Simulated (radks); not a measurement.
# Te⁺ in [Kr] 4d10 5s2 5p3: an all-electron calculation

An exercise on one series of results from a longer session: the logs are not shown, and one member is left open.

Program: radks (a radial shooting solver on a logarithmic mesh, Libxc functionals) version 1. Level of theory: Dirac Kohn-Sham, LDA (Slater exchange, Perdew-Wang correlation), spin-unpolarised, spherical densities, point nucleus; open shells fill j = l - 1/2 first. These are calculated values, not measurements, unless marked.

## The system

```
element       : tellurium (Z = 52)
charge        : +1
electrons     : 51
configuration : [Kr] 4d10 5s2 5p3
```

Set-up of the first run:

Settings of this run:

```text
Z 52
configuration [Kr] 4d10 5s2 5p3
relativity Dirac
functional lda,pw
spin unpolarised
j_filling energy
nucleus point
c 137.035999084
```

Run with:

```console
$ python run_ks.py task.json out
```

All runs below come from this command, one after another.

One table of the session follows, with a row left open; its other results are not shown here.

It belongs to the step «Shells». Sizes of the orbitals, from the radial functions (bohr):

| level | <r> | outermost maximum (interpolated) | 90 % within | nodes |
| --- | --- | --- | --- | --- |
| 1s1/2 | 0.02783 | 0.0180 | 0.0500 | 0 |
| 2s1/2 | 0.1195 | 0.102 | 0.185 | 1 |
| 2p1/2 | 0.1009 | 0.0780 | 0.165 | 0 |
| 2p3/2 | 0.1064 | 0.0827 | 0.173 | 0 |
| 3s1/2 | 0.3223 | 0.293 | 0.474 | 2 |
| 3p1/2 | 0.3126 | 0.279 | 0.470 | 1 |
| 3p3/2 | 0.3240 | 0.290 | 0.487 | 1 |
| 3d3/2 | 0.2949 | 0.236 | 0.464 | 0 |
| 3d5/2 | 0.2985 | 0.239 | 0.469 | 0 |
| 4s1/2 | 0.7646 | 0.701 | 1.11 | 3 |
| 4p1/2 | 0.8014 | 0.721 | 1.18 | 2 |
| 4p3/2 | 0.8306 | 0.746 | 1.22 | 2 |
| 4d3/2 | 0.9649 | 0.806 | 1.48 | 1 |
| 4d5/2 | 0.9773 | 0.815 | 1.50 | 1 |
| 5s1/2 | 2.028 | 1.77 | 2.96 | 4 |
| 5p1/2 | ? | ? | ? | ? |
| 5p3/2 | 2.512 | 2.13 | 3.73 | 3 |

Estimate the missing values for 5p1/2.

**Answer.** <r>: 2.412; outermost maximum (interpolated): 2.04; 90 % within: 3.58; nodes: 3. In the column «<r>» it lies between 5s1/2 (2.028) and 5p3/2 (2.512).

Limits of these values: Spin polarisation and multiplet splitting are left out.
